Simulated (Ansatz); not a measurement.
# C₂H₄BrFO: how energies converge with the basis set

Aim: see how fast density functionals converge with the basis set for C₂H₄BrFO.

Computed with Ansatz 0.2.0, Gaussian basis. Level: one geometry, several basis sets.

Plan: PBE0-D4/def2-SVP; ωB97M-V/def2-SVP; PBE0-D4/def2-QZVPP; ωB97M-V/def2-QZVPP; the functionals' def2-TZVPP values are taken from earlier runs.

## (1) Structure used throughout

An earlier PBE0-D4 in a triple-zeta def2 set relaxation fixed the geometry.

9 atoms, charge 0, spin multiplicity 1.

Atoms are counted from 1 here; the program's logs count them from 0.

Bond lengths: C1–O2 1.422 Å, C1–H6 1.092 Å, C1–H7 1.088 Å, C1–H8 1.096 Å, O2–C3 1.349 Å, C3–F4 1.362 Å, C3–Br5 1.937 Å, C3–H9 1.095 Å. Angles: O2–C1–H6 111.1°, O2–C1–H7 106.2°, O2–C1–H8 110.7°, H6–C1–H7 109.7°, H6–C1–H8 109.7°, H7–C1–H8 109.4°, C1–O2–C3 113.3°, O2–C3–F4 111.3°, O2–C3–Br5 108.3°, O2–C3–H9 113.7°, F4–C3–Br5 108.6°, F4–C3–H9 107.4°, Br5–C3–H9 107.3°.

## (2) PBE0-D4 in def2-SVP

in.yaml

```yaml
crystal:
  periodic: [false, false, false]
  atoms:
    - {symbol: C, position_ang: [-0.148328, -1.054196, -0.657459]}
    - {symbol: O, position_ang: [0.652461, 0.093475, -0.403068]}
    - {symbol: C, position_ang: [0.156327, 0.886656, 0.568406]}
    - {symbol: F, position_ang: [-0.959352, 1.544682, 0.148897]}
    - {symbol: Br, position_ang: [1.507095, 2.193858, 1.034301]}
    - {symbol: H, position_ang: [-1.118813, -0.771596, -1.071370]}
    - {symbol: H, position_ang: [0.399289, -1.652789, -1.381898]}
    - {symbol: H, position_ang: [-0.293858, -1.635496, 0.259849]}
    - {symbol: H, position_ang: [-0.106421, 0.349006, 1.485241]}
basis:
  gaussian: {orbitals: def2-SVP}
hamiltonian: {xc: pbe0, dispersion: d4}
output: {orbitals: {seedname: orbitals}}
```

The run is started by

```
> ansatz run in.yaml --threads 4 --pin off --events-out ev --progress --plain --max-ram 10444MiB
```

After this run come: ωB97M-V in def2-SVP; PBE0-D4 in def2-QZVPP; ωB97M-V in def2-QZVPP.

**Question.** What will the summary of the whole plan be? Wanted: PBE0-D4: double and triple zeta above quadruple; ωB97M-V: double and triple zeta above quadruple.

The runs gave:

```
                                       quantity           value
PBE0-D4: double and triple zeta above quadruple  18.50, 1.80 eV
ωB97M-V: double and triple zeta above quadruple  18.64, 1.74 eV
```

For PBE0-D4 the step from double to triple zeta gains 16.70 eV and the next only 1.80 eV. These are total energies; as a rule much of such shifts cancels in differences, which this series doesn't test. The LUMO of ωB97M-V is positive and keeps falling with the basis (2.44 to 1.53 eV): an unbound level that the basis holds in place.
